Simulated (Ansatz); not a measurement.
**The molybdenum atom (septet): the correlation ladder, def2-TZVP**

Aim: climb from Hartree-Fock through coupled cluster and multireference methods for the molybdenum atom (septet) at one geometry and basis, and see what each rung misses.

Program: Ansatz 0.2.0, Gaussian basis. Level of theory: def2-TZVP, core rule «outside noble gas», up to 4 orbitals frozen. These are calculated values, not measurements.

Plan: UHF; CCSD(T) on ROHF; CCSD(T) on UHF; CISD; CCSDT(Q) on ROHF; CCSDT(Q) on UHF; CASSCF and MRCISD+Q, 6 electrons in 6 orbitals; CASSCF and MRCISD+Q(relaxed), 6 electrons in 6 orbitals; CASSCF and NEVPT4(SD), 6 electrons in 6 orbitals; CASSCF and NEVPT2, 6 electrons in 6 orbitals; Full CI.

1 further run of the same task is left out (it didn't finish).

## (1) The atom

A free atom, in its lowest state of this spin that the program finds. No spin-orbit coupling is included. Elements past krypton take def2 core potentials.

1 atom, charge 0, spin multiplicity 7.

## (2) UHF

Contents of in.yaml:

```yaml
crystal:
  periodic: [false, false, false]
  atoms:
    - {symbol: Mo, position_ang: [0.000000, 0.000000, 0.000000]}
basis:
  gaussian: {orbitals: def2-TZVP}
magnetization: {spin_polarized: true, initial_magnetization: 6}
hamiltonian: {xc: hf}
output: {orbitals: {seedname: orbitals}}
```

The run is started by

```sh
ansatz run in.yaml --threads 1 --pin off --events-out ev --progress --plain --max-ram 2393MiB
```

The runs that follow: CCSD(T) on ROHF; CCSD(T) on UHF; CISD; CCSDT(Q) on ROHF; CCSDT(Q) on UHF; CASSCF and MRCISD+Q, 6 electrons in 6 orbitals; CASSCF and MRCISD+Q(relaxed), 6 electrons in 6 orbitals; CASSCF and NEVPT4(SD), 6 electrons in 6 orbitals; CASSCF and NEVPT2, 6 electrons in 6 orbitals; Full CI.

Before running them: what should the planned runs give, taken together? Wanted: FCI below the RHF energy; RMP2 from FCI; UMP2 from FCI; RCCSD from FCI; RCCSD(T) from FCI; UCCSD(T) from FCI; RCCSDT(Q) from FCI; UCCSDT(Q) from FCI; NEVPT2 valence from FCI.

The runs gave:

| quantity | value |
| --- | --- |
| FCI below the RHF energy | -1.8613 eV |
| RMP2 from FCI | +228.6 meV |
| UMP2 from FCI | +162.0 meV |
| RCCSD from FCI | +23.8 meV |
| RCCSD(T) from FCI | +2.1 meV |
| UCCSD(T) from FCI | -63.4 meV |
| RCCSDT(Q) from FCI | -3.6 meV |
| UCCSDT(Q) from FCI | -69.0 meV |
| NEVPT2 valence from FCI | +512.7 meV |
| NEVPT4(SD) valence from FCI | +58.8 meV |
| MRCISD+Q valence from FCI | +3.8 meV |
| levels within 1 kcal/mol (43 meV) | RCCSD, UCCSD, RCCSD(T), RCCSDT, RCCSDT(Q), MRCISD+Q valence, MRCISD+Q(relaxed) valence |
| T1 diagnostic | 0.007 |
| effectively unpaired electrons | 6.00 |

RCCSD(T) misses by +2.1 meV, 0.1 % of the correlation energy. CCSD(T) misses by +2.1 meV on the restricted determinant and by -63.4 meV on the unrestricted one; the two need not hold the same state or core. UCCSD, UCCSD(T), RCCSDT, UCCSDT, RCCSDT(Q), UCCSDT(Q) fall below full CI: unrestricted runs freeze a spin-polarised core, another one than full CI's, and coupled cluster isn't variational. One determinant dominates. Of the multireference levels listed MRCISD+Q valence comes nearest in total energy (+3.8 meV), which doesn't show that its space is the better one. These misses are within one basis, not against nature; the frozen cores of restricted and unrestricted runs differ, which can shift their rows.
